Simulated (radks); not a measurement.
# Ionisation of Co⁴⁺: one atom, several choices of functional

How much does the choice of functional matter for taking an electron from Co⁴⁺? Both Co⁴⁺ ([Ar] 3d5) and Co⁵⁺ ([Ar] 3d4) are run for each choice.

The numbers are computed with radks (a radial shooting solver on a logarithmic mesh, Libxc functionals) version 1 (Dirac Kohn-Sham, spin-unpolarised, spherical densities, finite nucleus; open shells are shared between the two j in proportion to 2j + 1), except any that are marked as measured or tabulated.

**1. The atom as given**

| Property | Result |
| --- | --- |
| element | cobalt (Z = 27) |
| charge | +4 |
| electrons | 23 |
| configuration | [Ar] 3d5 |
| ion | Co⁵⁺, [Ar] 3d4 |
| choices | OLYP; AM05; HCTH/407; LDA (Slater exchange, Perdew-Zunger correlation); PW91 |

The outer shells:

Co⁴⁺
```
[Ar] core
3d [↑ ][↑ ][↑ ][↑ ][↑ ]
```

Co⁵⁺
```
[Ar] core
3d [↑ ][↑ ][↑ ][↑ ][  ]
```

**2. OLYP: Co⁴⁺**

The run's settings:

```text
Z 27
configuration [Ar] 3d5
relativity Dirac
functional optx,lyp
spin unpolarised
j_filling average
nucleus finite rms 3.7875 fm
c 137.035999084
```

**3. OLYP: Co⁵⁺**

Changes since step 2:

```diff
@@ -1,3 +1,3 @@
 Z 27
-configuration [Ar] 3d5
+configuration [Ar] 3d4
 relativity Dirac
```

**4. AM05: Co⁴⁺**

The run's settings:

```text
Z 27
configuration [Ar] 3d5
relativity Dirac
functional am05,am05
spin unpolarised
j_filling average
nucleus finite rms 3.7875 fm
c 137.035999084
```

**5. AM05: Co⁵⁺**

Changes since step 4:

```diff
@@ -1,3 +1,3 @@
 Z 27
-configuration [Ar] 3d5
+configuration [Ar] 3d4
 relativity Dirac
```

**6. HCTH/407: Co⁴⁺**

The run's settings:

```text
Z 27
configuration [Ar] 3d5
relativity Dirac
functional hcth_407
spin unpolarised
j_filling average
nucleus finite rms 3.7875 fm
c 137.035999084
```

**7. HCTH/407: Co⁵⁺**

Changes since step 6:

```diff
@@ -1,3 +1,3 @@
 Z 27
-configuration [Ar] 3d5
+configuration [Ar] 3d4
 relativity Dirac
```

**8. LDA (Slater exchange, Perdew-Zunger correlation): Co⁴⁺**

The run's settings:

```text
Z 27
configuration [Ar] 3d5
relativity Dirac
functional lda,pz
spin unpolarised
j_filling average
nucleus finite rms 3.7875 fm
c 137.035999084
```

**9. LDA (Slater exchange, Perdew-Zunger correlation): Co⁵⁺**

Changes since step 8:

```diff
@@ -1,3 +1,3 @@
 Z 27
-configuration [Ar] 3d5
+configuration [Ar] 3d4
 relativity Dirac
```

**10. PW91: Co⁴⁺**

The run's settings:

```text
Z 27
configuration [Ar] 3d5
relativity Dirac
functional pw91,pw91
spin unpolarised
j_filling average
nucleus finite rms 3.7875 fm
c 137.035999084
```

**11. PW91: Co⁵⁺**

Changes since step 10:

```diff
@@ -1,3 +1,3 @@
 Z 27
-configuration [Ar] 3d5
+configuration [Ar] 3d4
 relativity Dirac
```

**Question.** What will these runs give? Wanted: for each run, functional; E(Co⁴⁺); Δ-SCF; −ε(HOMO); <r> HOMO; error.

The runs gave:

| functional | E(Co⁴⁺) (hartree) | Δ-SCF (eV) | −ε(HOMO) (eV) | <r> HOMO (bohr) | error (eV) |
| --- | --- | --- | --- | --- | --- |
| OLYP | -1389.45464 | 77.670 | 66.146 | 0.8769 | -1.83 |
| AM05 | -1386.66652 | 77.309 | 65.833 | 0.8778 | -2.19 |
| HCTH/407 | -1389.66790 | 78.261 | 66.705 | 0.8722 | -1.24 |
| LDA (Slater exchange, Perdew-Zunger correlation) | -1386.45722 | 77.613 | 66.144 | 0.8787 | -1.89 |
| PW91 | -1389.22262 | 77.463 | 65.982 | 0.8796 | -2.04 |

**Reading.** The NIST Atomic Spectra Database lists 79.5 +/- 0.2 eV (semi-empirical). The smallest miss is that of HCTH/407 (-1.24 eV), the largest that of AM05 (-2.19 eV). The ionisation energies span 0.95 eV, the total energies of Co⁴⁺ 87.4 eV: most of the change in the total cancels in the difference. Spin polarisation and multiplet splitting are left out, so open shells lie too high by an amount that depends on their filling.
